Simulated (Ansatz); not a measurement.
# C2H4FNSi: how energies converge with the basis set

The task here is to estimate one member of a computed series from the others.

Program: Ansatz 0.2.0, Gaussian basis. Level of theory: one geometry, several basis sets. These are calculated values, not measurements.

Plan: PBE0-D4/def2-SVP; ωB97M-V/def2-SVP; PBE0-D4/def2-QZVPP; ωB97M-V/def2-QZVPP; the functionals' def2-TZVPP values are taken from earlier runs.

## The relaxed structure

The geometry comes from an earlier relaxation with PBE0-D4 in a triple-zeta def2 set; it is a stationary point, not always the lowest conformer.

SMILES `N#C[SiH2]CF`, 9 atoms, charge 0, spin multiplicity 1.

Atoms are counted from 1 here; the program's logs count them from 0.

Bond lengths: N1–C2 1.152 Å, C2–Si3 1.851 Å, Si3–C4 1.890 Å, Si3–H6 1.479 Å, Si3–H7 1.479 Å, C4–F5 1.388 Å, C4–H8 1.094 Å, C4–H9 1.094 Å. Angles: N1–C2–Si3 177.9°, C2–Si3–C4 106.0°, C2–Si3–H6 107.7°, C2–Si3–H7 107.7°, C4–Si3–H6 111.8°, C4–Si3–H7 111.8°, H6–Si3–H7 111.5°, Si3–C4–F5 108.9°, Si3–C4–H8 111.2°, Si3–C4–H9 111.2°, F5–C4–H8 108.7°, F5–C4–H9 108.7°, H8–C4–H9 108.0°.

Set-up of the first run:

in.yaml

```yaml
crystal:
  periodic: [false, false, false]
  atoms:
    - {symbol: N, position_ang: [-2.207822, -1.181199, 1.563203]}
    - {symbol: C, position_ang: [-1.521091, -0.447473, 1.000267]}
    - {symbol: Si, position_ang: [-0.376966, 0.680768, 0.081886]}
    - {symbol: C, position_ang: [1.044011, -0.404496, -0.530751]}
    - {symbol: F, position_ang: [1.944643, 0.387060, -1.229960]}
    - {symbol: H, position_ang: [-1.135812, 1.276703, -1.038815]}
    - {symbol: H, position_ang: [0.091466, 1.715661, 1.028725]}
    - {symbol: H, position_ang: [0.681331, -1.194388, -1.195842]}
    - {symbol: H, position_ang: [1.568741, -0.879035, 0.304286]}
basis:
  gaussian: {orbitals: def2-SVP}
hamiltonian: {xc: pbe0, dispersion: d4}
output: {orbitals: {seedname: orbitals}}
```

Launch:

```sh
> ansatz run in.yaml --threads 2 --pin off --events-out ev --progress --plain --max-ram 4352MiB
```

Among the steps run: PBE0-D4 in def2-SVP; ωB97M-V in def2-SVP; PBE0-D4 in def2-QZVPP; ωB97M-V in def2-QZVPP.

One of the session's tables, all rows but one given; the rest of the session is left out.

It belongs to the step «Density functionals: the series». 

```
functional       basis  HOMO (eV)
   PBE0-D4    def2-SVP      -9.17
   PBE0-D4  def2-TZVPP          ?
   PBE0-D4  def2-QZVPP      -9.34
   ωB97M-V    def2-SVP     -11.43
   ωB97M-V  def2-TZVPP     -11.59
   ωB97M-V  def2-QZVPP     -11.62
```

**Question.** Estimate the row for PBE0-D4, def2-TZVPP.

**Answer.** HOMO (eV): -9.31. In the column «HOMO (eV)» it lies between PBE0-D4, def2-QZVPP (-9.34) and PBE0-D4, def2-SVP (-9.17).
